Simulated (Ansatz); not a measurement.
**VIr3: further runs on the relaxed cell**

An exercise on one series of results from a longer session: the logs are not shown, and one member is left open.

Program: Ansatz 0.2.0. Level of theory: DFT PBEsol, scalar-relativistic, plane waves, PAW. These are calculated values, not measurements.

### Starting point

It takes space group Pm-3m (No. 221, cubic). Conventional cell: a = 3.794 Å, b = 3.794 Å, c = 3.794 Å, α = 90.00°, β = 90.00°, γ = 90.00°. Around V (site symmetry m-3m) lie 12 Ir at 2.68 Å. Ir (site symmetry 4/mmm) has 4 V at 2.68 Å and 8 Ir at 2.68 Å as nearest neighbours.

Coordinates:

```cif
data_structure
_symmetry_space_group_name_H-M 'Pm-3m'
_symmetry_Int_Tables_number 221
_cell_length_a 3.7942
_cell_length_b 3.7942
_cell_length_c 3.7942
_cell_angle_alpha 90.000
_cell_angle_beta 90.000
_cell_angle_gamma 90.000
_cell_volume 54.62
loop_
_atom_site_label
_atom_site_type_symbol
_atom_site_symmetry_multiplicity
_atom_site_Wyckoff_symbol
_atom_site_fract_x
_atom_site_fract_y
_atom_site_fract_z
_atom_site_occupancy
V1 V 1 a 0.00000 0.00000 0.00000 1
Ir1 Ir 3 c 0.00000 0.50000 0.50000 1
```

This cell was relaxed beforehand with the same method: volume 13.65 Å³/atom, gap on the mesh none (metal).

The first run:

Input file input.yaml:

```yaml
crystal:
  lattice:
    - [3.7558284605, 0.0, 0.0]
    - [0.0, 3.7558284605, 0.0]
    - [0.0, 0.0, 3.7558284605]
  atoms:
    - { symbol: V, position: [0.0, 0.0, 0.0] }
    - { symbol: Ir, position: [0.0, 0.5, 0.5] }
    - { symbol: Ir, position: [0.5, 0.0, 0.5] }
    - { symbol: Ir, position: [0.5, 0.5, 0.0] }
basis:
  ecutwfc: 420
kpoints:
  mp_grid: { grid: [12, 12, 12] }
hamiltonian:
  xc: pbesol
scf:
  occupations: { method: gaussian, width: 0.1 }
output:
  forces: true
  stress: true
  eigenvalues: true
```

Command:

```bash
$ ansatz run input.yaml --threads 1 --pin off --max-ram 2560MiB --backend cpu --events-out ev --progress --plain --runs-dir out
```

Steps of the session up to this table: Point at V/V0 = 0.97; The cell scaled to 1.03 of its volume; Volume × 0.94; The cell scaled to 1.06 of its volume; The cell scaled to 0.91 of its volume; Volume × 1.10; Volume × 0.88.

One table of the session follows, with a row left open; its other results are not shown here.

It belongs to the step «Energy against volume». 

```
volume (Å³/atom)  energy above the lowest point (meV/atom)  pressure (GPa)
          12.016                                     278.0           61.41
          12.426                                     146.7           41.86
          12.836                                         ?               ?
          13.245                                      14.4           11.62
          13.655                                       0.0            0.01
          14.064                                      12.8           -9.73
          14.474                                      48.5          -17.90
          15.020                                     125.2          -26.74
```

**Question.** Estimate the row for volume (Å³/atom) = 12.836.

Worked estimate for «energy above the lowest point (meV/atom)». A straight line through the neighbours (12.426, 146.7) and (13.245, 14.4) gives 146.7 + (14.4 − 146.7) × (12.836 − 12.426) / (13.245 − 12.426) = 80.5; a parabola fitted to 4 rows on both sides gives 61.0.

**Answer.** energy above the lowest point (meV/atom): 61.2; pressure (GPa): 25.43. In «energy above the lowest point (meV/atom)» the line misses by +19.3 and the parabola by -0.2.
